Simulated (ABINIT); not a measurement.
# Bi2Te3 (Tellurobismuthite) (R-3m) in ABINIT: single point with LDA

Aim: the single point of Bi2Te3 (Tellurobismuthite) with LDA.

Program: ABINIT 10.8.3 (patched build). These are calculated values, not measurements. Logs are shortened: lines on timing, memory, paths and dates and some standing lists are left out, and cuts for length are marked. The log counts tension as positive stress, the text compression.

## 1. The crystal as given

The structure is trigonal, space group R-3m (No. 166). Conventional cell: a = 4.386 Å, b = 4.386 Å, c = 30.497 Å, α = 90.00°, β = 90.00°, γ = 120.00°. Bi (site symmetry 3m) is surrounded by 6 Te at 3.07 to 3.25 Å. Te (site symmetry 3m) has 3 Bi at 3.07 Å as nearest neighbours. Te (site symmetry -3m) has 6 Bi at 3.25 Å as nearest neighbours.

## 2. Single point, LDA

File run.abi:

```
# Pseudopotentials
pp_dirpath "./"
pseudos "Bi.hgh, Te.hgh"

# Structure
acell 3*1.0 Angstrom
rprim
     2.1930000000     1.2661291403    10.1656666667
    -2.1930000000     1.2661291403    10.1656666667
     0.0000000000    -2.5322582807    10.1656666667
ntypat 2
znucl 83 52
natom 5
typat 1 1 2 2 2
xred
     0.6000000000     0.6000000000     0.6000000000
     0.4000000000     0.4000000000     0.4000000000
     0.7905000000     0.7905000000     0.7905000000
     0.2095000000     0.2095000000     0.2095000000
     0.0000000000     0.0000000000     0.0000000000

# Plane-wave basis
ecut 380.959407 eV

# k points
kptopt 1
ngkpt 5 5 5
nshiftk 1
shiftk 0.0 0.0 0.0

# Exchange and correlation
ixc 7

# Bands and occupations
nband 18
occopt 3
tsmear 0.05 eV

# SCF cycle
nstep 100
tolvrs 1.0e-10

# Output
iomode 3
prtwf 0
prteig 0
prtebands 0
prtvol 2
prtden 1
prtvha 1
prtvclmb 1
prtpot 1
prtelf 1
```

Potentials or basis: HGH LDA.

Run with:

```bash
$ abinit run.abi > log 2>&1
```

run.abo:

```text
.Version 10.8.3 of ABINIT
 Symmetries : space group R-3 m (#166); Bravais hR (rhombohedral)
================================================================================
 Values of the parameters that define the memory need of the present run
     intxc =       0    ionmov =       0      iscf =       7    lmnmax =       6
     lnmax =       6     mgfft =      72  mpssoang =       3    mqgrid =    3001
     natom =       5  nloc_mem =       1    nspden =       1   nspinor =       1
    nsppol =       1      nsym =      12    n1xccc =       0    ntypat =       2
    occopt =       3   xclevel =       1
       mpw =        2874          nfft =      373248          nkpt =          19
================================================================================
================================================================================

--------------------------------------------------------------------------------
------------- Echo of variables that govern the present computation ------------
--------------------------------------------------------------------------------
 -outvars: echo values of preprocessed input variables --------
            acell      1.8897261259E+00  1.8897261259E+00  1.8897261259E+00 Bohr
              amu      2.08980370E+02  1.27600000E+02
             ecut      1.40000000E+01 Hartree
              ixc           7
         kptrlatt        5    0    0      0    5    0      0    0    5
          kptrlen      4.14416939E+01
            natom           5
            nband          18
            ngfft          72      72      72
             nkpt          19
            nstep         100
             nsym          12
           ntypat           2
           occopt           3
        prtebands           0
           prteig           0
           prtelf           1
           prtpot           1
         prtvclmb           1
           prtvha           1
           prtvol           2
            prtwf           0
            rprim      2.1930000000E+00  1.2661291403E+00  1.0165666667E+01
                      -2.1930000000E+00  1.2661291403E+00  1.0165666667E+01
                       0.0000000000E+00 -2.5322582807E+00  1.0165666667E+01
          spgroup         166
           tolvrs      1.00000000E-10
           tsmear      1.83746611E-03 Hartree
            typat      1  1  2  2  2
           xangst     -4.8694381860E-17 -6.0000156145E-11  1.8298200000E+01
                       1.6619532651E-16 -4.0000338378E-11  1.2198800000E+01
                      -2.8995896552E-17 -7.9050626299E-11  2.4107878500E+01
                       7.7158843879E-17 -2.0950197659E-11  6.3891215000E+00
                       0.0000000000E+00  0.0000000000E+00  0.0000000000E+00
            xcart     -9.2019045586E-17 -1.1338386263E-10  3.4578586597E+01
                       3.1406365051E-16 -7.5589684478E-11  2.3052391065E+01
                      -5.4794303259E-17 -1.4938403379E-10  4.5557287842E+01
                       1.4580908312E-16 -3.9590135859E-11  1.2073689820E+01
                       0.0000000000E+00  0.0000000000E+00  0.0000000000E+00
             xred      6.0000000000E-01  6.0000000000E-01  6.0000000000E-01
                       4.0000000000E-01  4.0000000000E-01  4.0000000000E-01
                       7.9050000000E-01  7.9050000000E-01  7.9050000000E-01
                       2.0950000000E-01  2.0950000000E-01  2.0950000000E-01
                       0.0000000000E+00  0.0000000000E+00  0.0000000000E+00
            znucl       83.00000   52.00000

================================================================================

 chkinp: Checking input parameters for consistency.

================================================================================
== DATASET  1 ==================================================================

--- !DatasetInfo
iteration_state: {dtset: 1, }
dimensions: {natom: 5, nkpt: 19, mband: 18, nsppol: 1, nspinor: 1, nspden: 1, mpw: 2874, }
cutoff_energies: {ecut:  14.0, pawecutdg:  -1.0, }
electrons: {nelect:   2.80000000E+01, charge:   0.00000000E+00, occopt:   3.00000000E+00, tsmear:   1.83746611E-03, }
meta: {optdriver: 0, ionmov: 0, optcell: 0, iscf: 7, paral_kgb: 0, }
...

 Exchange-correlation functional for the present dataset will be:
  LDA: Perdew-Wang 92 LSD fit to Ceperley-Alder data - ixc=7
  J.P.Perdew and Y.Wang, PRB 45, 13244 (1992)

 Real(R)+Recip(G) space primitive vectors, cartesian coordinates (Bohr,Bohr^-1):
 R(1)=  4.1441694  2.3926373 19.2103259  G(1)=  0.1206514  0.0696581  0.0173518
 R(2)= -4.1441694  2.3926373 19.2103259  G(2)= -0.1206514  0.0696581  0.0173518
[... 200 lines left out ...]
       0.000000000000      0.000000000000      0.000000000000
 rms dE/dt=  4.8211E-02; max dE/dt=  7.2707E-02; dE/dt below (all hartree)
    1       0.022899335243      0.022899335243      0.022899335243
    2      -0.022899335243     -0.022899335243     -0.022899335243
    3       0.072706793351      0.072706793351      0.072706793351
    4      -0.072706793351     -0.072706793351     -0.072706793351
    5       0.000000000000      0.000000000000      0.000000000000

 cartesian coordinates (angstrom) at end:
    1     -0.00000000000000    -0.00000000006000    18.29820000006000
    2      0.00000000000000    -0.00000000004000    12.19880000004000
    3     -0.00000000000000    -0.00000000007905    24.10787850007904
    4      0.00000000000000    -0.00000000002095     6.38912150002095
    5      0.00000000000000     0.00000000000000     0.00000000000000

 cartesian forces (hartree/bohr) at end:
    1     -0.00000000000000     0.00000000000000    -0.00119203262751
    2     -0.00000000000000     0.00000000000000     0.00119203262751
    3     -0.00000000000000    -0.00000000000000    -0.00378477667571
    4      0.00000000000000    -0.00000000000000     0.00378477667571
    5     -0.00000000000000     0.00000000000000    -0.00000000000000
 frms,max,avg= 1.4489295E-03 3.7847767E-03   0.000E+00  0.000E+00  0.000E+00 h/b

 cartesian forces (eV/Angstrom) at end:
    1     -0.00000000000000     0.00000000000000    -0.06129678224757
    2     -0.00000000000000     0.00000000000000     0.06129678224757
    3     -0.00000000000000    -0.00000000000000    -0.19462104173295
    4      0.00000000000000    -0.00000000000000     0.19462104173295
    5     -0.00000000000000     0.00000000000000    -0.00000000000000
 frms,max,avg= 7.4506953E-02 1.9462104E-01   0.000E+00  0.000E+00  0.000E+00 e/A
 length scales=  1.889726125908  1.889726125908  1.889726125908 bohr
              =  1.000000000000  1.000000000000  1.000000000000 angstroms
 Fermi (or HOMO) energy (hartree) =   0.04299   Average Vxc (hartree)=  -0.31444
 Eigenvalues (hartree) for nkpt=  19  k points:
 kpt#   1, nband= 18, wtk=  0.00800, kpt=  0.0000  0.0000  0.0000 (reduced coord)
  -0.45246   -0.42630   -0.38157   -0.29161   -0.27482   -0.04717   -0.03789   -0.02403
  -0.02403   -0.02385   -0.02385    0.00737    0.00737    0.03890    0.04702    0.06091
   0.06091    0.11446
      occupation numbers for kpt#   1
   2.00000    2.00000    2.00000    2.00000    2.00000    2.00000    2.00000    2.00000
   2.00000    2.00000    2.00000    2.00000    2.00000    1.80597    0.20113    0.00012
   0.00012    0.00000
 kpt#   2, nband= 18, wtk=  0.04800, kpt=  0.2000  0.0000  0.0000 (reduced coord)
  -0.43979   -0.41587   -0.37316   -0.30433   -0.28570   -0.08989   -0.08722   -0.06692
  -0.05481   -0.03348   -0.02308    0.00156    0.00427    0.02159    0.07563    0.08941
   0.09446    0.11816
      occupation numbers for kpt#   2
   2.00000    2.00000    2.00000    2.00000    2.00000    2.00000    2.00000    2.00000
   2.00000    2.00000    2.00000    2.00000    2.00000    1.99998    0.00000    0.00000
   0.00000    0.00000
 kpt#   3, nband= 18, wtk=  0.04800, kpt=  0.4000  0.0000  0.0000 (reduced coord)
[... 120 lines left out ...]
  -0.44790   -0.43632   -0.36571   -0.32037   -0.25394   -0.06351   -0.02829   -0.02829
  -0.02053   -0.01471   -0.01471   -0.00167   -0.00167    0.02191    0.06787    0.07663
   0.07663    0.10101
      occupation numbers for kpt#  18
   2.00000    2.00000    2.00000    2.00000    2.00000    2.00000    2.00000    2.00000
   2.00000    2.00000    2.00000    2.00000    2.00000    1.99998    0.00000    0.00000
   0.00000    0.00000
 kpt#  19, nband= 18, wtk=  0.04800, kpt= -0.4000  0.4000  0.4000 (reduced coord)
  -0.43481   -0.42590   -0.35828   -0.32448   -0.27539   -0.10266   -0.06580   -0.05845
  -0.05196   -0.04030   -0.03535   -0.01272    0.01090    0.02880    0.06319    0.07445
   0.11602    0.13030
      occupation numbers for kpt#  19
   2.00000    2.00000    2.00000    2.00000    2.00000    2.00000    2.00000    2.00000
   2.00000    2.00000    2.00000    2.00000    2.00000    1.99912    0.00003    0.00000
   0.00000    0.00000
 Total charge density [el/Bohr^3]
)     Maximum=    8.2263E-02  at reduced coord.    0.6667    0.6806    0.9861
)Next maximum=    8.2263E-02  at reduced coord.    0.6806    0.6667    0.9861
)     Minimum=    7.1666E-06  at reduced coord.    0.2222    0.2222    0.1944
)Next minimum=    7.1666E-06  at reduced coord.    0.2222    0.1944    0.2222
   Integrated=    2.8000E+01

--- !EnergyTerms
iteration_state     : {dtset: 1, }
comment             : Components of total free energy in Hartree
kinetic             :  1.07182485844090E+01
hartree             :  2.09824272908930E+00
xc                  : -8.06270122920813E+00
Ewald energy        : -3.64335286702752E+01
psp_core            :  4.68678910025711E+00
local_psp           : -9.45573866974600E+00
non_local_psp       :  4.48351632215651E-01
internal            : -3.60003365232582E+01
'-kT*entropy'       : -2.06245457585183E-05
total_energy        : -3.60003571478040E+01
total_energy_eV     : -9.79619623342158E+02
band_energy         : -4.60774801279873E+00
...

 Cartesian components of stress tensor (hartree/bohr^3)
  sigma(1 1)=  6.87309125E-05  sigma(3 2)=  1.36702406E-14
  sigma(2 2)=  6.87309125E-05  sigma(3 1)=  0.00000000E+00
  sigma(3 3)=  8.41369574E-05  sigma(2 1)=  0.00000000E+00

-Cartesian components of stress tensor (GPa)         [Pressure= -2.1732E+00 GPa]
- sigma(1 1)=  2.02213326E+00  sigma(3 2)=  4.02192363E-10
- sigma(2 2)=  2.02213326E+00  sigma(3 1)=  0.00000000E+00
- sigma(3 3)=  2.47539475E+00  sigma(2 1)=  0.00000000E+00

== END DATASET(S) ==============================================================
================================================================================

 -outvars: echo values of variables after computation  --------
            acell      1.8897261259E+00  1.8897261259E+00  1.8897261259E+00 Bohr
           etotal     -3.6000357148E+01
            fcart     -1.2107871051E-19  5.3135347495E-19 -1.1920326275E-03
                      -3.1260215848E-19  6.7568811023E-19  1.1920326275E-03
                      -4.3454035406E-19 -1.1540136090E-18 -3.7847766757E-03
                       1.3019020921E-18 -8.7338920323E-19  3.7847766757E-03
                      -4.3368086899E-19  8.2036122709E-19 -8.6736173799E-20
            rprim      2.1930000000E+00  1.2661291403E+00  1.0165666667E+01
                      -2.1930000000E+00  1.2661291403E+00  1.0165666667E+01
                       0.0000000000E+00 -2.5322582807E+00  1.0165666667E+01
           strten      6.8730912549E-05  6.8730912546E-05  8.4136957411E-05
                       1.3670240559E-14  0.0000000000E+00  0.0000000000E+00
           xangst     -4.8694381860E-17 -6.0000156145E-11  1.8298200000E+01
                       1.6619532651E-16 -4.0000338378E-11  1.2198800000E+01
                      -2.8995896552E-17 -7.9050626299E-11  2.4107878500E+01
                       7.7158843879E-17 -2.0950197659E-11  6.3891215000E+00
                       0.0000000000E+00  0.0000000000E+00  0.0000000000E+00
             xred      6.0000000000E-01  6.0000000000E-01  6.0000000000E-01
                       4.0000000000E-01  4.0000000000E-01  4.0000000000E-01
                       7.9050000000E-01  7.9050000000E-01  7.9050000000E-01
                       2.0950000000E-01  2.0950000000E-01  2.0950000000E-01
                       0.0000000000E+00  0.0000000000E+00  0.0000000000E+00
 Calculation completed.
```

It took 6.6 min on 1 thread of Intel Xeon at 2.50GHz (Skylake/Cascade Lake), shared host; peak memory 0.16 GiB.

Results:

| Quantity | Value |
| --- | --- |
| Free energy | -979.6196 eV |
| Largest force | 0.195 eV/Å |
| Band gap on the k mesh | 0.22 eV, direct |
| Valence electrons inside the program's atomic spheres | Bi 1.40; Te 2.14, 2.16 |

Forces in eV/Å, atoms in the order of the input:
```
Bi   0.000  0.000 -0.061
Bi   0.000  0.000  0.061
Te   0.000  0.000 -0.195
Te   0.000  0.000  0.195
Te   0.000  0.000  0.000
```

Levels at points of the mesh, in eV from the valence-band top:
| k point | band 11 | band 12 | band 13 | band 14 | band 15 | band 16 | band 17 | band 18 |
| --- | --- | --- | --- | --- | --- | --- | --- | --- |
| (0.00, 0.00, 0.00) | -1.71 | -0.86 | -0.86 | 0.00 | 0.22 | 0.60 | 0.60 | 2.06 |

Caveat: the cutoff is too short for stress, so the log's stress isn't used; spin-orbit coupling is left out, which as a rule narrows the gap of such compounds by several tenths of an eV; an odd mesh through Γ misses points on the zone boundary, where band edges often lie; HGH potentials are hard and often keep d shells in the core, so these values are rough. A hybrid or GW would open this gap; LDA tends to underestimate it.
